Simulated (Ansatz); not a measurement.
**CH2SSe (SMILES C1S[Se]1): one structure at several levels**

The atoms stand at a structure displaced at random from a GFN2-xTB minimum. How far do the functionals agree with CCSD(T) there?

Method: single points in def2-TZVPP; program: Ansatz 0.2.0, Gaussian basis.

Correlated methods freeze the cores. Filled d shells of the heavier atoms are correlated.

## 1. The system as given

SMILES `C1S[Se]1`, 5 atoms, charge 0, spin multiplicity 1.

Atoms are counted from 1 here; the program's logs count them from 0.

Bond lengths: C1–S2 1.792 Å, C1–Se3 1.934 Å, C1–H4 1.134 Å, C1–H5 1.138 Å, S2–Se3 2.243 Å. Angles: S2–C1–Se3 73.9°, S2–C1–H4 118.6°, S2–C1–H5 114.6°, Se3–C1–H4 118.9°, Se3–C1–H5 117.1°, H4–C1–H5 109.9°, C1–S2–Se3 56.0°, C1–Se3–S2 50.1°.

As a file:

```xyz
5
CH2SSe
C    -0.12980    0.27700   -0.18100
S    -0.36380   -0.52930    1.40220
Se    1.02380   -1.27580   -0.19360
H    -1.00210    0.31780   -0.90440
H     0.37360    1.29580   -0.12350
```

## 2. CCSD(T)/def2-TZVPP

Contents of run/in.yaml:

```yaml
crystal:
  periodic: [false, false, false]
  atoms:
    - {symbol: C, position_ang: [-0.129800, 0.277000, -0.181000]}
    - {symbol: S, position_ang: [-0.363800, -0.529300, 1.402200]}
    - {symbol: Se, position_ang: [1.023800, -1.275800, -0.193600]}
    - {symbol: H, position_ang: [-1.002100, 0.317800, -0.904400]}
    - {symbol: H, position_ang: [0.373600, 1.295800, -0.123500]}
basis:
  gaussian: {orbitals: def2-TZVPP}
correlation: {method: ccsd_t}
output: {forces: true}
```

No record of the launch command was kept for these runs.

## 3. PBE0-D4/def2-TZVPP

Changes to run/in.yaml since step 2:

```diff
@@ -10,3 +10,3 @@
   gaussian: {orbitals: def2-TZVPP}
-correlation: {method: ccsd_t}
-output: {forces: true}
+hamiltonian: {xc: pbe0, dispersion: d4}
+output: {forces: true, orbitals: {seedname: orbitals}}
```

## 4. wB97M-V/def2-TZVPP

Changes to run/in.yaml since step 3:

```diff
@@ -10,3 +10,3 @@
   gaussian: {orbitals: def2-TZVPP}
-hamiltonian: {xc: pbe0, dispersion: d4}
-output: {forces: true, orbitals: {seedname: orbitals}}
+hamiltonian: {xc: {name: wB97M-V}}
+output: {forces: true}
```

## 5. r2SCAN-D4/def2-TZVPP

Changes to run/in.yaml since step 4:

```diff
@@ -10,3 +10,3 @@
   gaussian: {orbitals: def2-TZVPP}
-hamiltonian: {xc: {name: wB97M-V}}
+hamiltonian: {xc: r2scan, dispersion: d4}
 output: {forces: true}
```

## 6. PBE-D4/def2-TZVPP

Changes to run/in.yaml since step 5:

```diff
@@ -10,3 +10,3 @@
   gaussian: {orbitals: def2-TZVPP}
-hamiltonian: {xc: r2scan, dispersion: d4}
+hamiltonian: {xc: pbe, dispersion: d4}
 output: {forces: true}
```

## 7. LC-wPBE/def2-TZVPP

Changes to run/in.yaml since step 6:

```diff
@@ -10,3 +10,3 @@
   gaussian: {orbitals: def2-TZVPP}
-hamiltonian: {xc: pbe, dispersion: d4}
+hamiltonian: {xc: {name: LC-wPBE}}
 output: {forces: true}
```

## 8. CAM-B3LYP-D4/def2-TZVPP

Changes to run/in.yaml since step 7:

```diff
@@ -10,3 +10,3 @@
   gaussian: {orbitals: def2-TZVPP}
-hamiltonian: {xc: {name: LC-wPBE}}
+hamiltonian: {xc: {name: CAM-B3LYP}, dispersion: d4}
 output: {forces: true}
```

(Steps that only read results are left out.)

What does the calculation give? Wanted: energy less free atoms, CCSD(T)/def2-TZVPP; RMS force component; RMS force error; HOMO and LUMO, PBE0-D4; T1 diagnostic.

The runs gave:

| quantity | value |
| --- | --- |
| energy less free atoms, CCSD(T)/def2-TZVPP | -1523.6 kJ/mol |
| RMS force component | 0.718 to 0.879 eV/Å over the methods |
| RMS force error | PBE0-D4 0.232, wB97M-V 0.193, r2SCAN-D4 0.131, PBE-D4 0.148, LC-wPBE 0.492, CAM-B3LYP-D4 0.187 eV/Å |
| HOMO and LUMO, PBE0-D4 | -6.21 and -2.20 eV |
| T1 diagnostic | 0.010 |

Against CCSD(T) the functionals' energies less atoms differ by -128.0 to -20.0 kJ/mol, PBE-D4 by -128.0 kJ/mol. The reference is not at the basis limit: in triple zeta CCSD(T) underbinds, which counts against methods that bind more; the gaps are no ranking. For forces r2SCAN-D4 does best and LC-wPBE worst. Frozen-core CCSD(T) forces in triple zeta carry basis errors of their own, and this is one geometry, so small gaps rank nothing.
